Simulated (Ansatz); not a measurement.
## CH5Cl2InO, SMILES [CH3][In-]([OH2+])([Cl])[Cl]: a ladder of methods at one geometry, step by step

With the Ansatz DFT code, driven from Python.

Interactive session:
```pycon
>>> from pathlib import Path
>>> import ansatz as az
>>> import numpy as np
>>> geometry_ang = [
...     ('C', (-1.5193, -0.3913, 0.4719)),
...     ('In', (0.2477, 0.3332, -0.5531)),
...     ('O', (1.8079, -0.6435, 0.1828)),
...     ('Cl', (0.1474, -0.0925, -2.8899)),
...     ('Cl', (0.5263, 2.6682, -0.2157)),
...     ('H', (-2.2554, 0.5285, 0.6002)),
...     ('H', (-1.2742, -0.7723, 1.452)),
...     ('H', (-2.0265, -1.1045, -0.1648)),
...     ('H', (2.6261, -0.1071, -0.0746)),
...     ('H', (1.803, -0.4698, 1.1941)),
... ]
>>> molecule = az.Crystal.molecule()
>>> for symbol, xyz in geometry_ang:
...     molecule = molecule.atom(symbol, xyz)
...
>>> calculation = molecule.calculation().basis(gaussian='def2-SVP')
>>> print('functional    E (Ha)        dipole (D)   HOMO (eV)  LUMO (eV)')
functional    E (Ha)        dipole (D)   HOMO (eV)  LUMO (eV)
>>> for name in ['lda', 'pbe', 'lc_wpbe', 'r2scan', 'hse06']:
...     report = calculation.functional(name).forces().orbitals().run(threads=1, pin='off', runs_dir='runs').report
...     lines = Path(report['orbitals_path']).read_text().splitlines()
...     field_of = lambda key: [line.split('=')[1].strip() for line in lines if line.startswith(key)]
...     orbitals = [(27.211386 * float(e), s, float(n)) for e, s, n in zip(field_of('Ene='), field_of('Spin='), field_of('Occup='))]
...     homo = max(e for e, _, n in orbitals if n > 0.5)
...     lumo = min(e for e, _, n in orbitals if n < 0.5)
...     dipole = 4.803205 * np.linalg.norm(report['charge_distribution']['dipole_moment_e_ang'])
...     print(f'{name:10s} {report["free_energy_ev"] / 27.211386246:14.6f} {dipole:9.3f} {homo:11.3f} {lumo:10.3f}')
...
lda          -1222.336657     7.003      -6.238     -2.812
pbe          -1226.048547     7.075      -6.132     -2.678
lc_wpbe      -1226.287875     7.687     -10.082      0.412
r2scan       -1226.524208     7.382      -6.473     -2.249
hse06        -1226.116386     7.391      -7.016     -2.197
```

What to keep in mind:
- Total energies depend on the basis set; only differences at equal settings carry meaning.
- The geometry is a force-field or estimated start, not a minimum of this method, and the basis set is short of its limit. A lower total doesn't mark the better method: functionals have no common bound, and MP2 and coupled cluster aren't variational.
- def2 sets replace the cores of elements past krypton by effective core potentials.
- Levels such as HOMO and LUMO are orbital energies: with these approximate functionals they aren't the ionisation energy and electron affinity, and their gap isn't the fundamental gap.
- hse06 follows the composition of plane-wave codes, whose totals differ by tens of mHa, up to about 0.1 Ha, from the form usual in Gaussian-basis programs (wpbeh).
- Run time: 32 s on 1 thread of Arm Neoverse V1 (shared host), peak memory 0.39 GiB.

(Lines on the test bed's own set-up are left out of the output.)
